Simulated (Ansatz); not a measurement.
# ScCl: an axial (c/a) deformation path

An exercise on one series of results from a longer session: the logs are not shown, and one member is left open.

Program: Ansatz 0.2.0. Level of theory: DFT r2SCAN, scalar-relativistic, plane waves, PAW. These are calculated values, not measurements.

1 further run of the same task is left out (it didn't finish).

## The structure to begin with

The structure is trigonal, space group R-3m (No. 166). The conventional cell has a = 3.473 Å, b = 3.473 Å, c = 26.710 Å, α = 90.00°, β = 90.00°, γ = 120.00°. Around Sc (site symmetry 3m) lie 3 Cl at 2.59 Å. Around Cl (site symmetry 3m) lie 3 Sc at 2.59 Å.

As a file:

```cif
data_structure
_symmetry_space_group_name_H-M 'P 1'
_symmetry_Int_Tables_number 1
_cell_length_a 9.1263
_cell_length_b 9.1263
_cell_length_c 9.1263
_cell_angle_alpha 21.938
_cell_angle_beta 21.938
_cell_angle_gamma 21.938
_cell_volume 93.00
loop_
_atom_site_label
_atom_site_type_symbol
_atom_site_fract_x
_atom_site_fract_y
_atom_site_fract_z
_atom_site_occupancy
Sc1 Sc 0.21370 0.21370 0.21370 1
Sc2 Sc 0.78630 0.78630 0.78630 1
Cl1 Cl 0.39140 0.39140 0.39140 1
Cl2 Cl 0.60860 0.60860 0.60860 1
```

Source of the structure: the Crystallography Open Database.

Set-up of the first run:

input.yaml

```yaml
crystal:
  lattice:
    - [1.7365008168, 1.002569214, 8.90333]
    - [-1.7365008168, 1.002569214, 8.90333]
    - [0.0, -2.0051384281, 8.90333]
  atoms:
    - { symbol: Sc, position: [0.2137, 0.2137, 0.2137] }
    - { symbol: Sc, position: [0.7863, 0.7863, 0.7863] }
    - { symbol: Cl, position: [0.3914, 0.3914, 0.3914] }
    - { symbol: Cl, position: [0.6086, 0.6086, 0.6086] }
basis:
  ecutwfc: 500
kpoints:
  mp_grid: { grid: [6, 6, 6] }
hamiltonian:
  xc: r2scan
scf:
  occupations: { method: gaussian, width: 0.1 }
output:
  forces: true
  stress: true
  eigenvalues: true
```

Launch:

```bash
$ ansatz run input.yaml --threads 1 --pin off --max-ram 2560MiB --backend cpu --events-out ev --progress --plain --runs-dir out
```

Among the steps run: Probe: one point at the start; The reference: the undisturbed cell on the scan's mesh; At ρ = 0.850; Point ρ = 1.200; Point ρ = 0.920; At ρ = 1.100; At ρ = 0.960.

One of the session's tables, all rows but one given; the rest of the session is left out.

```
    ρ  ΔE (meV/atom)  pressure (GPa)
0.850           91.8             2.0
0.920           21.0             1.2
0.960            3.3             0.8
1.000            0.0             0.6
1.100              ?               ?
1.200          146.4             0.2
```

**Question.** Estimate the row for ρ = 1.100.

Worked estimate for «ΔE (meV/atom)». A straight line through the neighbours (1.000, 0.0) and (1.200, 146.4) gives 0.0 + (146.4 − 0.0) × (1.100 − 1.000) / (1.200 − 1.000) = 73.2; a parabola fitted to 3 rows on both sides gives 39.3.

The run gave: ΔE (meV/atom): 41.8; pressure (GPa): 0.2. In «ΔE (meV/atom)» the line misses by +31.4 and the parabola by -2.5.
